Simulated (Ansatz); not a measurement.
# Li3ZrN2: the cost of one run

Method: DFT PBE, scalar-relativistic, plane waves, PAW, in Ansatz 0.2.0.

### 1 The system as given

It takes space group P-4m2 (No. 115, tetragonal). Conventional cell: a = 3.329 Å, b = 3.329 Å, c = 5.537 Å, α = 90.00°, β = 90.00°, γ = 90.00°. Li (site symmetry -4m2) has 4 N at 2.23 Å and 4 Zr at 2.35 Å and 4 Li at 2.45 Å in its first shell of neighbours. Around Li (site symmetry 2mm) lie 5 N at 2.26 to 2.38 Å and 2 Li at 2.45 Å and 2 Zr at 2.45 Å. Around Zr (site symmetry -4m2) lie 4 N at 2.23 Å and 8 Li at 2.35 to 2.45 Å. Around N (site symmetry 2mm) lie 7 Li at 2.23 to 2.38 Å and 2 Zr at 2.23 Å.

Coordinates:

```
Li Zr N
1.0
     3.32893    0.00000    0.00000
     0.00000    3.32893    0.00000
     0.00000    0.00000    5.53747
Li Zr N
3 1 2
Direct
  0.00000 0.00000 0.00000
  0.50000 0.00000 0.67563
  0.00000 0.50000 0.32437
  0.50000 0.50000 0.00000
  0.50000 0.00000 0.26714
  0.00000 0.50000 0.73286
```

The cell is invented: species swapped into a database cell of Mn3CoAs2 (P-4m2, No. 115), with Li on the Mn sites, Zr on the Co sites and N on the As sites. The dimensions are guesses.

### 2 A first look at the guess

Contents of input.yaml:

```yaml
crystal:
  lattice:
    - [3.328933, 0.0, 0.0]
    - [0.0, 3.328933, 0.0]
    - [0.0, 0.0, 5.53746697]
  atoms:
    - { symbol: Li, position: [0.0, 0.0, 0.0] }
    - { symbol: Li, position: [0.5, 0.0, 0.67562503] }
    - { symbol: Li, position: [0.0, 0.5, 0.32437497] }
    - { symbol: Zr, position: [0.5, 0.5, 0.0] }
    - { symbol: "N", position: [0.5, 0.0, 0.26714101] }
    - { symbol: "N", position: [0.0, 0.5, 0.73285899] }
basis:
  ecutwfc: 420
kpoints:
  mp_grid: { grid: [6, 6, 4] }
hamiltonian:
  xc: pbe
scf:
  occupations: { method: gaussian, width: 0.1 }
  lower_state_search: "off"
output:
  forces: true
  stress: true
  eigenvalues: true
```

Run with:

```bash
$ ansatz run input.yaml --threads 1 --pin off --max-ram 2560MiB --backend cpu --events-out ev --progress --plain --runs-dir out
```

What time and memory should one allow on 1 thread of Intel Xeon at 2.50GHz (Skylake/Cascade Lake), shared host?

About 11 s, with a peak of 0.38 GiB.
